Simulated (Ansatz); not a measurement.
# Si2H3F3 (SMILES F[Si](F)(F)[SiH3]): B3LYP/6-31G(d) (Cartesian functions)

What is the vertical ionisation energy of Si2H3F3 at B3LYP/6-31G* (Cartesian functions)? 

The results are computed with Ansatz 0.2.0.

48 further runs of the same task are left out: 4 that didn't finish, 44 set aside as unsound or not needed.

### Step 1. Starting point

The species is Si2H3F3 (8 atoms), meant as a singlet with charge 0. SMILES: `F[Si](F)(F)[SiH3]`. Geometry: relaxed at PBE0-D4/def2-TZVP.

Bond lengths: F1–Si2 1.582 Å, Si2–F3 1.582 Å, Si2–F4 1.582 Å, Si2–Si5 2.328 Å, Si5–H6 1.484 Å, Si5–H7 1.484 Å, Si5–H8 1.484 Å. Some angles: F1–Si2–F3 107.0°, F1–Si2–F4 107.0°, F1–Si2–Si5 111.9°, F3–Si2–F4 107.0°, F3–Si2–Si5 111.9°, F4–Si2–Si5 111.9°, Si2–Si5–H6 108.7°, Si2–Si5–H7 108.7°, Si2–Si5–H8 108.7°, H6–Si5–H7 110.2°.

### Step 2. The energy at B3LYP/6-31G(d) (Cartesian functions)

input.yaml reads:

```yaml
crystal:
  periodic: [false, false, false]
  atoms:
    - {symbol: F, position_ang: [1.310500, -1.060500, 1.504800]}
    - {symbol: Si, position_ang: [0.534400, -0.990500, 0.128500]}
    - {symbol: F, position_ang: [-0.479300, -2.204500, 0.107900]}
    - {symbol: F, position_ang: [1.595600, -1.255900, -1.013900]}
    - {symbol: Si, position_ang: [-0.550700, 1.050400, -0.152600]}
    - {symbol: H, position_ang: [-1.525600, 1.227900, 0.951900]}
    - {symbol: H, position_ang: [0.460600, 2.135800, -0.122800]}
    - {symbol: H, position_ang: [-1.253300, 1.040400, -1.459500]}
basis:
  gaussian:
    orbitals: "6-31G*"
hamiltonian:
  xc: {name: B3LYP}
accuracy: high
output: {orbitals: {seedname: orbitals}}
```

Started as:

```bash
$ ansatz run input.yaml --threads 1 --pin off --max-ram 3480MiB --events-out events.jsonl --progress --plain --runs-dir runs
```

The log of the run:

```text
Warning: RAYON_NUM_THREADS=1 ignored (pool sized by the plan → 1); use --threads N
Functional definition: B3LYP
  name "B3LYP"
  parameter a0 = 0.2
  parameter ax = 0.72
  parameter ac = 0.81
  exchange = (1 - a0 - ax)*slater_x + ax*b88_x + a0*exact_x
  correlation = (1 - ac)*vwn_rpa_c + ac*lyp_c
1880 factors; integrals over basis functions are off by at most 3.5e-9 eV
mean field evaluation 1: about -23956.1679 eV, gradient 4.8e1 eV
mean field evaluation 2: about -23951.9191 eV, gradient 7.4e1 eV
mean field evaluation 4: about -23959.5416 eV, gradient 6.6e-1 eV
mean field evaluation 8: about -23959.6697 eV, gradient 2.8e-2 eV
mean field evaluation 16: about -23959.6697 eV, gradient 1.2e-6 eV
mean field -23959.66967463 eV, -880.5016200951 hartree, gradient 7.4e-9 eV, S^2 0.000000; 0 other end points of the search recorded, 0 dependent functions left out
reference -23959.66971813 eV, -880.5016216938 hartree; 29, 29 occupied and 60, 60 virtual orbitals, 1880 factors
Total energy: -23959.66971813 eV, -880.5016216938 hartree
```

Run time: 7.8 s. Hardware: 1 thread of Arm Neoverse V2, shared host; peak memory 0.31 GiB.

### Step 3. The doublet cation, same level

in.yaml reads:

```yaml
crystal:
  periodic: [false, false, false]
  atoms:
    - {symbol: F, position_ang: [1.310500, -1.060500, 1.504800]}
    - {symbol: Si, position_ang: [0.534400, -0.990500, 0.128500]}
    - {symbol: F, position_ang: [-0.479300, -2.204500, 0.107900]}
    - {symbol: F, position_ang: [1.595600, -1.255900, -1.013900]}
    - {symbol: Si, position_ang: [-0.550700, 1.050400, -0.152600]}
    - {symbol: H, position_ang: [-1.525600, 1.227900, 0.951900]}
    - {symbol: H, position_ang: [0.460600, 2.135800, -0.122800]}
    - {symbol: H, position_ang: [-1.253300, 1.040400, -1.459500]}
basis:
  gaussian:
    orbitals: "6-31G*"
accuracy: high
output: {orbitals: {seedname: orbitals}}
hamiltonian:
  xc: {name: B3LYP}
magnetization:
  spin_polarized: true
  initial_magnetization: 1
total_charge: 1
```

Started as:

```bash
$ ansatz run in.yaml --threads 1 --pin off --max-ram 3480MiB --events-out events.jsonl --progress --plain --runs-dir runs
```

The log of the run:

```text
Warning: RAYON_NUM_THREADS=1 ignored (pool sized by the plan → 1); use --threads N
[... 7 set-up lines as earlier in the session ...]
1879 factors; integrals over basis functions are off by at most 3.5e-9 eV
mean field evaluation 1: about -23934.7322 eV, gradient 6.1e1 eV
mean field evaluation 2: about -23884.8289 eV, gradient 1.3e2 eV
mean field evaluation 4: about -23947.8429 eV, gradient 6.0e0 eV
mean field evaluation 8: about -23948.1451 eV, gradient 9.0e-1 eV
mean field evaluation 16: about -23948.1507 eV, gradient 4.2e-3 eV
mean field evaluation 32: about -23948.1507 eV, gradient 1.8e-7 eV
mean field -23948.15073671 eV, -880.0783069345 hartree, gradient 5.0e-8 eV, S^2 0.752287; 2 other end points of the search recorded, 0 dependent functions left out
reference -23948.15077924 eV, -880.0783084973 hartree; 29, 28 occupied and 60, 61 virtual orbitals, 1879 factors
Total energy: -23948.15077924 eV, -880.0783084973 hartree
```

Run time: 19 s. Hardware: 1 thread of Arm Neoverse V2, shared host; peak memory 0.46 GiB.

### Step 4. What came out

At B3LYP/6-31G* (Cartesian functions):

| quantity | value |
| --- | --- |
| singlet Si2H3F3: total energy | -880.50162 Eh |
| singlet Si2H3F3: HOMO energy | -8.99 eV |
| singlet Si2H3F3: LUMO energy | 0.01 eV |
| singlet Si2H3F3: HOMO–LUMO gap | 9.00 eV |
| doublet cation: total energy | -880.07831 Eh |
| doublet cation: HOMO energy (highest over α and β) | -16.36 eV |
| doublet cation: LUMO energy (lowest over α and β) | -14.00 eV |
| doublet cation: ⟨S²⟩ | 0.752 |
| vertical ionisation energy (to the doublet cation) | 11.519 eV |

What this shows: The vertical ionisation energy comes to 11.52 eV (1111 kJ/mol). The negative HOMO energy of the first species, 8.99 eV, lies 2.53 eV below that difference.
